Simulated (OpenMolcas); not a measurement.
# One shape, several levels: quartet GeH3O

Aim: a comparison of 6 runs (UB3LYP/6-31G*, U-r2SCAN/def2-TZVP, UB3LYP/def2-TZVP, UBHLYP/def2-TZVP, UM06-2X/def2-TZVP, UPBE0/def2-TZVP) of quartet GeH3O. 

The results are computed with OpenMolcas 26.06.

### Step 1. The molecule

GeH3O: 5 atoms, total charge 0, spin state quartet. As SMILES of the parent species, `[O][GeH3]`. The shape is that of a PBE0-D4/def2-TZVP optimisation. That shape belongs to the parent species and isn't relaxed for this state.

Bond lengths: O1–Ge2 1.795 Å, Ge2–H3 1.536 Å, Ge2–H4 1.536 Å, Ge2–H5 1.537 Å. Angles: O1–Ge2–H3 109.7°, O1–Ge2–H4 109.7°, O1–Ge2–H5 102.4°, H3–Ge2–H4 111.5°, H3–Ge2–H5 111.6°, H4–Ge2–H5 111.6°.

### Step 2. A single-point energy at UB3LYP/6-31G(d) (spherical functions) (run 1)

test.input reads:

```
* GeH3O Kohn-Sham DFT
>>> EXPORT MOLCAS_PRINT=2
&gateway
baslib=$CurrDir
coord
5
bohr
O     -2.72857555     0.79103936     1.46888412
Ge     0.13662720    -0.10639158    -0.10752542
H     -0.30651358    -0.17234302    -2.97575173
H      1.03556992    -2.67982062     0.89100587
H      1.95718935     2.02843202     0.64515250
basis=6-31Gs
group=NoSym
&seward
gridinput
Grid=UltraFine
End of Grid
&scf
uhf
spin=4
ksdft=B3LYP
thresholds=1e-10 1e-07 1e-07 1e-05
prorbitals=1 1
```

The basis set 6-31G* is read from a file made from the Basis Set Exchange's data (not shown).

Command:

```
$ export MOLCAS_MEM=1860
$ pymolcas test.input > test.log
```

The program printed:

```text
--- Start Module: gateway ---
[...]
--- Stop Module: gateway /rc=_RC_ALL_IS_WELL_ ---
--- Start Module: seward ---
[...]
      Basis functions           52
--- Stop Module: seward /rc=_RC_ALL_IS_WELL_ ---
[...]
--- Start Module: scf ---
[...]
       Convergence after  24 Iterations
[...]
::    Total KS-DFT energy                           -2153.4775235349
[...]
      Total spin, S                                     1.5025225668
[...]
      Total electronic charge=   43.000000
      Total            charge=   -0.000000
[...]
      Dipole Moment (debye):
      Origin of the operator (angstrom)=   -0.1756    0.0225    0.0803
                   X= -3.1721E-01               Y=  2.7891E-01               Z=  2.9098E-01           Total=  5.1292E-01
      Quadrupole Moment (debye*angstrom):
[...]
--- Stop Module: scf /rc=_RC_ALL_IS_WELL_ ---
[...]
```

Run time: 25 s. Hardware: 1 thread of AMD EPYC 7R43 (Zen 3), shared host; peak memory 0.38 GiB.

### Step 3. The energy at U-r2SCAN/def2-TZVP (run 2)

coord.xyz reads:

```xyz
5

O     -1.443900     0.418600     0.777300
Ge     0.072300    -0.056300    -0.056900
H     -0.162200    -0.091200    -1.574700
H      0.548000    -1.418100     0.471500
H      1.035700     1.073400     0.341400
```

test.input reads:

```
* GeH3O Kohn-Sham DFT
>>> EXPORT MOLCAS_PRINT=2

&gateway
  baslib
  $CurrDir
  coord
  coord.xyz
  basis
  def2-TZVP
  group
  NoSym

&seward
  gridinput
  Grid=UltraFine
  End of Grid

&scf
  uhf
  spin
  4
  ksdft
  2
  1.0 MGGA_X_R2SCAN
  1.0 MGGA_C_R2SCAN
  thresholds
  1e-10 1e-07 1e-07 1e-05
  prorbitals
  1
```

The basis set def2-TZVP is read from a file made from the Basis Set Exchange's data (not shown).

Command:

```
$ export MOLCAS_MEM=1860
$ pymolcas test.input > test.log
```

The program printed:

```text
--- Start Module: gateway ---
[...]
--- Stop Module: gateway /rc=_RC_ALL_IS_WELL_ ---
--- Start Module: seward ---
[...]
      Basis functions           97
--- Stop Module: seward /rc=_RC_ALL_IS_WELL_ ---
[...]
--- Start Module: scf ---
[...]
       Convergence after  25 Iterations
[...]
::    Total KS-DFT energy                           -2153.7125587298
[...]
      Total spin, S                                     1.5029483503
[...]
      Total electronic charge=   43.000000
      Total            charge=   -0.000000
[...]
      Dipole Moment (debye):
      Origin of the operator (angstrom)=   -0.1756    0.0225    0.0803
                   X= -2.9179E-01               Y=  3.2059E-01               Z=  3.0919E-01           Total=  5.3246E-01
      Quadrupole Moment (debye*angstrom):
[...]
--- Stop Module: scf /rc=_RC_ALL_IS_WELL_ ---
[...]
```

Run time: 88 s. Hardware: 1 thread of AMD EPYC 7R43 (Zen 3), shared host; peak memory 0.54 GiB.

Runs 3 to 5 aren't shown in full; the table further down has their settings and results.

### Step 4. A single-point energy at UPBE0/def2-TZVP (run 6)

coord.xyz is that of step 3.

mol.inp reads:

```
&GATEWAY
BASLIB=$CurrDir
COORD=coord.xyz
BASIS=def2-TZVP
GROUP=NoSym
&SEWARD
GRIDINPUT
Grid=UltraFine
End of Grid
&SCF
UHF
SPIN=4
KSDFT=PBE0
THRESHOLDS=1e-10 1e-07 1e-07 1e-05
PRORBITALS=1 2
```

The basis set def2-TZVP is read from a file made from the Basis Set Exchange's data (not shown).

Command:

```
$ export MOLCAS_MEM=1860
$ pymolcas mol.inp > mol.log
```

The program printed:

```text
--- Start Module: gateway ---
[...]
--- Stop Module: gateway /rc=_RC_ALL_IS_WELL_ ---
--- Start Module: seward ---
[...]
      Basis functions           97
--- Stop Module: seward /rc=_RC_ALL_IS_WELL_ ---
[...]
--- Start Module: scf ---
[...]
       Convergence after  25 Iterations
[...]
::    Total KS-DFT energy                           -2153.4078735312
[...]
      Total spin, S                                     1.5028837821
[...]
      Total electronic charge=   43.000000
      Total            charge=   -0.000000
[...]
      Dipole Moment (debye):
      Origin of the operator (angstrom)=   -0.1756    0.0225    0.0803
                   X= -5.3157E-01               Y=  3.6682E-01               Z=  4.2237E-01           Total=  7.7170E-01
      Quadrupole Moment (debye*angstrom):
[...]
--- Stop Module: scf /rc=_RC_ALL_IS_WELL_ ---
[...]
```

Run time: 66 s. Hardware: 1 thread of AMD EPYC 7R43 (Zen 3), shared host; peak memory 0.54 GiB.

### Step 5. The series

| run | level | energy (Eh) | dipole moment (D) | HOMO energy (eV) | ⟨S²⟩ | wall time |
| --- | --- | --- | --- | --- | --- | --- |
| 1 | UB3LYP/6-31G* (spherical functions) | -2153.477524 | 0.51 | -2.20 | 3.760 | 25 s |
| 2 | U-r2SCAN/def2-TZVP | -2153.712559 | 0.53 | -1.76 | 3.762 | 88 s |
| 3 | UB3LYP/def2-TZVP | -2153.804221 | 0.47 | -2.18 | 3.762 | 69 s |
| 4 | UBHLYP/def2-TZVP | -2153.690662 | 1.43 | -3.02 | 3.765 | 80 s |
| 5 | UM06-2X/def2-TZVP | -2153.703570 | 0.98 | -3.21 | 3.764 | 91 s |
| 6 | UPBE0/def2-TZVP | -2153.407874 | 0.77 | -2.43 | 3.762 | 66 s |

### Step 6. Summary of results

| quantity | value |
| --- | --- |
| run 6: total energy | -2153.40787 Eh |
| run 6: dipole moment | 0.77 D |
| run 6: HOMO energy (highest over α and β) | -2.43 eV |
| run 6: ⟨S²⟩ | 3.762 |

The dipole moment (its size) runs from 0.47 D (UB3LYP/def2-TZVP) to 1.43 D (UBHLYP/def2-TZVP). Totals of different functionals can't be ranked against each other. All runs together took 7 min, the longest 91 s.
